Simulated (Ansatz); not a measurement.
**ZrH2 (quintet): wave-function methods side by side at angle H2–Zr1–H3 = 107.4°, def2-SVP**

How much of the correlation energy of ZrH2 (quintet) does each wave-function method recover here?

Computed with Ansatz 0.2.0, Gaussian basis. Level: def2-SVP, core rule «outside noble gas», up to 4 orbitals frozen.

Plan: UHF; CCSD(T) on ROHF; CCSD(T) on UHF; CISD; CCSDT(Q) on ROHF; CCSDT(Q) on UHF; CASSCF and MRCISD+Q, 6 electrons in 6 orbitals; CASSCF and NEVPT2, 6 electrons in 6 orbitals; Full CI.

25 further runs of the same task are left out: 18 for a known fault of the program, 7 that didn't finish.

**1. The system**

The geometry derives from a PBE0/def2-TZVP stationary point (not a proven minimum). One angle is set to the value named; bond lengths are kept. No spin-orbit coupling is included. Elements past krypton take def2 core potentials.

3 atoms, charge 0, spin multiplicity 5.

Atoms are counted from 1 here; the program's logs count them from 0.

Bond lengths: Zr1–H2 1.969 Å, Zr1–H3 1.969 Å. Angles: H2–Zr1–H3 107.4°.

As a file:

```
Zr   -0.0252    0.0000    0.0000
H     1.1404    0.0000   -1.5867
H     1.1404    0.0000    1.5867
```

**2. UHF**

The input, in.yaml:

```yaml
crystal:
  periodic: [false, false, false]
  atoms:
    - {symbol: Zr, position_ang: [-0.025200, 0.000000, 0.000000]}
    - {symbol: H, position_ang: [1.140356, 0.000000, -1.586712]}
    - {symbol: H, position_ang: [1.140356, 0.000000, 1.586712]}
basis:
  gaussian: {orbitals: def2-SVP}
magnetization: {spin_polarized: true, initial_magnetization: 4}
hamiltonian: {xc: hf}
output: {orbitals: {seedname: orbitals}}
```

On the command line:

```bash
ansatz run in.yaml --threads 1 --pin off --events-out ev --progress --plain --max-ram 2393MiB
```

Further steps of the session: CCSD(T) on ROHF; CCSD(T) on UHF; CISD; CCSDT(Q) on ROHF; CCSDT(Q) on UHF; CASSCF and MRCISD+Q, 6 electrons in 6 orbitals; CASSCF and NEVPT2, 6 electrons in 6 orbitals; Full CI.

**Question.** What will the summary of the whole plan be? Wanted: FCI below the RHF energy; RMP2 from FCI; UMP2 from FCI; RCCSD from FCI; RCCSD(T) from FCI; UCCSD(T) from FCI; RCCSDT(Q) from FCI; UCCSDT(Q) from FCI; NEVPT2 pair from FCI.

As calculated:

| quantity | value |
| --- | --- |
| FCI below the RHF energy | -1.8495 eV |
| RMP2 from FCI | +756.0 meV |
| UMP2 from FCI | +521.6 meV |
| RCCSD from FCI | +154.3 meV |
| RCCSD(T) from FCI | +57.0 meV |
| UCCSD(T) from FCI | +21.0 meV |
| RCCSDT(Q) from FCI | -4.5 meV |
| UCCSDT(Q) from FCI | -41.6 meV |
| NEVPT2 pair from FCI | +630.5 meV |
| MRCISD+Q pair from FCI | +126.2 meV |
| levels within 1 kcal/mol (43 meV) | UCCSD(T), RCCSDT, UCCSDT, RCCSDT(Q), UCCSDT(Q) |
| T1 diagnostic | 0.054 |
| effectively unpaired electrons | 4.10 |

In words: RCCSD(T) misses by +57.0 meV, 3.1 % of the correlation energy. CCSD(T) misses by +57.0 meV on the restricted determinant and by +21.0 meV on the unrestricted one; the two need not hold the same state or core. UCCSDT, RCCSDT(Q), UCCSDT(Q) fall below full CI: unrestricted runs freeze a spin-polarised core, another one than full CI's, and coupled cluster isn't variational. The occupations are near whole numbers, but T1 = 0.054 shows that the orbitals relax strongly. Of the multireference levels listed MRCISD+Q pair comes nearest in total energy (+126.2 meV), which doesn't show that its space is the better one. Coupled cluster took another determinant than the lowest Hartree-Fock one. These misses are within one basis, not against nature; the frozen cores of restricted and unrestricted runs differ, which can shift their rows.
